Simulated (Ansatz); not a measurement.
# Ba2AlO: the cost of one run

Program: Ansatz 0.2.0. Level of theory: DFT PBE, scalar-relativistic, plane waves, PAW. These are calculated values, not measurements.

## (1) The starting structure

The structure is orthorhombic, space group Fmmm (No. 69). The conventional cell has a = 6.744 Å, b = 7.848 Å, c = 9.044 Å, α = 90.00°, β = 90.00°, γ = 90.00°. Ba (site symmetry 2/m) is surrounded by 2 Al at 2.82 Å and 2 O at 2.82 Å. Around Al (site symmetry mmm) lie 4 Ba at 2.82 Å. O (site symmetry mmm) has 4 Ba at 2.82 Å as nearest neighbours.

Coordinates:

```xyz
4
Lattice="0.0000 3.9240 4.5220 3.3719 0.0000 4.5220 3.3719 3.9240 0.0000" Properties=species:S:1:pos:R:3 pbc="T T T"
Ba    1.6860    0.0000    2.2610
Ba    1.6860    3.9240    2.2610
Al    0.0000    0.0000    0.0000
O     3.3719    3.9240    4.5220
```

A structure generator made this guess: random cell by space group and Wyckoff sites (Fmmm, No. 69). The dimensions are guesses.

## (2) Probe: one point on a coarse mesh

input.yaml

```yaml
crystal:
  lattice:
    - [0.0, 3.92401977, 4.52198613]
    - [3.37191577, 0.0, 4.52198613]
    - [3.37191577, 3.92401977, 0.0]
  atoms:
    - { symbol: Ba, position: [0.0, 0.5, 0.0] }
    - { symbol: Ba, position: [0.5, 0.0, 0.5] }
    - { symbol: Al, position: [0.0, 0.0, 0.0] }
    - { symbol: O, position: [0.5, 0.5, 0.5] }
basis:
  ecutwfc: 420
kpoints:
  mp_grid: { grid: [4, 4, 4] }
hamiltonian:
  xc: pbe
scf:
  occupations: { method: gaussian, width: 0.1 }
  lower_state_search: "off"
output:
  forces: true
  stress: true
  eigenvalues: true
```

Command:

```bash
$ ansatz run input.yaml --threads 1 --pin off --max-ram 2560MiB --backend cpu --events-out ev --progress --plain --runs-dir out
```

**Question.** How long does this run take on 1 thread of Intel Xeon at 2.50GHz (Skylake/Cascade Lake), shared host, and how much memory does it need?

About 8.8 s, with a peak of 0.41 GiB.
